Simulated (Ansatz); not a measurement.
**LuGeO: from a guess to a relaxed structure**

Where does this trial cell of LuGeO go when cell and atoms are let free?

Method: DFT PBE, scalar-relativistic, plane waves, PAW, in Ansatz 0.2.0.

## Step 1: The structure to begin with

Symmetry: P-6m2, No. 187, hexagonal system. The conventional cell has a = 4.098 Å, b = 4.098 Å, c = 3.669 Å, α = 90.00°, β = 90.00°, γ = 120.00°. Lu (site symmetry -6m2) is surrounded by 6 O at 2.99 Å and 6 Ge at 2.99 Å. Around Ge (site symmetry -6m2) lie 3 O at 2.37 Å. O (site symmetry -6m2) has 3 Ge at 2.37 Å and 6 Lu at 2.99 Å as nearest neighbours.

Structure file:

```
Lu Ge O
1.0
     4.09798    0.00000    0.00000
    -2.04899    3.54896    0.00000
     0.00000    0.00000    3.66898
Lu Ge O
1 1 1
Cartesian
  2.0490 1.1830 0.0000
  0.0000 0.0000 1.8345
  0.0000 2.3660 1.8345
```

A structure generator made this guess: species swapped into a database cell of ErCuSi (P-6m2, No. 187), with Lu on the Er sites, O on the Si sites and Ge on the Cu sites. Its size is a rough estimate.

## Step 2: The guess as it stands, on a coarse mesh

Input file input.yaml:

```yaml
crystal:
  lattice:
    - [4.09798167, 0.0, 0.0]
    - [-2.04899084, 3.54895623, 0.0]
    - [0.0, 0.0, 3.6689822]
  atoms:
    - { symbol: Lu, position: [0.66666667, 0.33333333, 0.0] }
    - { symbol: Ge, position: [0.0, 0.0, 0.5] }
    - { symbol: O, position: [0.33333333, 0.66666667, 0.5] }
basis:
  ecutwfc: 420
kpoints:
  mp_grid: { grid: [6, 6, 6] }
hamiltonian:
  xc: pbe
scf:
  occupations: { method: gaussian, width: 0.1 }
  lower_state_search: "off"
output:
  forces: true
  stress: true
  eigenvalues: true
```

Launch:

```
ansatz run input.yaml --threads 1 --pin off --max-ram 2048MiB --backend cpu --events-out ev --progress --plain --runs-dir out
```

The session goes on with these runs: coarse relaxation; final relaxation.

Before running it: what results should come out? Wanted: conventional cell; volume; energy over the elements; gap on the mesh.

**Answer**, as computed:

```
                                                              quantity                                                                       value
                                symmetry at the end (tolerance 0.05 Å)                                                 space group P-6m2 (No. 187)
                                                     conventional cell  a = 4.092 Å, b = 4.092 Å, c = 3.451 Å, α = 90.00°, β = 90.00°, γ = 120.00°
                                                                volume                                                               16.68 Å³/atom
energy over the elements (uncorrected; H, N, O, F and Cl as molecules)                                                               -0.63 eV/atom
                                                       gap on the mesh                                                                none (metal)
```

What this shows: The space group P-6m2 (No. 187) is kept, and the volume per atom shrinks by 6.2 % from the first guess. It lies below the elements, which doesn't yet make it stable: competing phases were not computed in this session. No finished test with a distortion of lower symmetry is shown, so the end may be a saddle point. Spin-orbit coupling is left out for Lu. Spin polarisation is off in the runs that give these values; a magnetic solution could lie lower.
